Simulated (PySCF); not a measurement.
# O4Si4: the cost of one run

Computed with PySCF 2.14.0 (relaxation, pbe0, def2-tzvp, and further levels as typed in the inputs, unless a step's input says otherwise).

## 1. The starting structure

Bond lengths: Si1–O2 1.680 Å, O2–Si3 1.680 Å, Si3–O4 1.680 Å, O4–Si5 1.680 Å, Si1–O6 1.718 Å, Si5–O6 1.680 Å, O6–Si7 1.718 Å, Si1–O8 1.718 Å, Si7–O8 1.718 Å. Angles: Si1–O2–Si3 119.7°, O2–Si1–O6 109.4°, O2–Si1–O8 158.1°, O6–Si1–O8 90.0°, O2–Si3–O4 116.5°, Si3–O4–Si5 127.9°, O4–Si5–O6 106.9°, Si1–O6–Si5 126.0°, Si1–O6–Si7 90.0°, Si5–O6–Si7 116.8°, O6–Si7–O8 90.0°, Si1–O8–Si7 90.0°.

Coordinates:

```xyz
8

Si    1.1747   -1.8442    1.0308
O     0.3693   -2.8421   -0.0545
Si   -0.4908   -2.1640   -1.3283
O    -0.7723   -0.5098   -1.2455
Si   -0.3815    0.5417    0.0051
O     0.2873   -0.3871    1.2349
Si    1.6101    0.2986    2.0907
O     2.4974   -1.1585    1.8866
```

## 2. Relaxation: O4Si4, charge +1

The input, run.py:

```python
from pyscf import gto, dft
from pyscf.geomopt.geometric_solver import optimize
mol = gto.M(atom="mol.xyz", basis="def2-tzvp", charge=1, spin=1, verbose=4)
mf = dft.UKS(mol, xc="pbe0").density_fit().run(conv_tol=1e-9)
for i in range(6):  # look for a lower solution of the same spin
    mo, _, ok, _ = mf.stability(return_status=True)
    if ok: break
    mf.kernel(mf.make_rdm1(mo, mf.mo_occ))
print(f"converged SCF energy = {mf.e_tot:.10f}, stable: {ok}")
m = optimize(mf, maxsteps=60)
print("optimised structure (A):")
for k in range(m.natm): print(m.atom_symbol(k), *(f"{x:.8f}" for x in m.atom_coords(unit="A")[k]))
```

Started as:

```
python run.py
```

**Question.** How long does this run take on 2 threads of Intel Xeon Platinum 8488C (Sapphire Rapids), shared host?

About 20 min.
